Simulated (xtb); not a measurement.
**GFN1-xTB run of C2H6BN (SMILES BNC=C)**

We compute a geometry optimisation of C2H6BN. 

The calculation is run with xtb 6.7.1 later snapshot.

## Step 1: The system as given

C2H6BN has 10 atoms, charge 0, and is taken as a singlet. SMILES: `BNC=C`. All atoms were displaced at random from a relaxed shape. The run starts from this shape.

Bond lengths: B1–N2 1.572 Å, N2–C3 1.284 Å, C3–C4 1.352 Å, B1–H5 1.261 Å, B1–H6 1.252 Å, N2–H7 0.856 Å, C3–H8 1.222 Å, C4–H9 1.071 Å, C4–H10 1.023 Å. Some angles: B1–N2–C3 125.0°, N2–C3–C4 119.1°, B1–N2–H7 123.4°, C3–N2–H7 110.6°, N2–B1–H5 109.8°, N2–B1–H6 124.2°, N2–C3–H8 125.0°, C4–C3–H8 103.3°, C3–C4–H9 129.4°, C3–C4–H10 124.2°.

## Step 2: A structure relaxation at GFN1-xTB

input.inp

```
$chrg 0
$spin 0
$end
```

struc.xyz

```xyz
10

B     -0.34704000     1.80537000    -0.85104000
N      0.14124000     0.67497000     0.12543000
C     -0.18509000    -0.56343000     0.04013000
C      0.55249000    -1.48470000     0.69892000
H     -1.03534000     1.30050000    -1.77966000
H     -0.23054000     3.03126000    -0.62242000
H      0.53562000     0.83251000     0.86898000
H     -0.49347000    -1.13750000    -0.99321000
H      0.96769000    -1.44474000     1.68583000
H      0.40416000    -2.49488000     0.63226000
```

Command:

```bash
$ xtb struc.xyz --input input.inp --opt extreme --gfn 1 > out.txt
```

**Question.** What will come out? Wanted: total energy at the end; dipole moment; HOMO energy; LUMO energy; HOMO–LUMO gap; dispersion energy.

**Answer.** As computed:

Level: GFN1-xTB.

| quantity | value |
| --- | --- |
| total energy at the end | -12.03230 Eh |
| dipole moment | 1.39 D |
| HOMO energy | -11.19 eV |
| LUMO energy | -6.85 eV |
| HOMO–LUMO gap | 4.34 eV |
| dispersion energy | -6.76 kJ/mol |

What this shows: At the final geometry: Bond lengths: B1–N2 1.400 Å, N2–C3 1.392 Å, C3–C4 1.328 Å, B1–H5 1.183 Å, B1–H6 1.184 Å, N2–H7 1.010 Å, C3–H8 1.086 Å, C4–H9 1.082 Å, C4–H10 1.080 Å. Some angles: B1–N2–C3 126.1°, N2–C3–C4 123.1°, B1–N2–H7 120.4°, C3–N2–H7 113.5°, N2–B1–H5 119.6°, N2–B1–H6 118.2°, N2–C3–H8 114.5°, C4–C3–H8 122.4°, C3–C4–H9 122.2°, C3–C4–H10 121.2°. The optimisation took 19 steps and changed the energy by -2.656 eV. Mulliken charges run from -0.33 on N2 to +0.24 on B1.
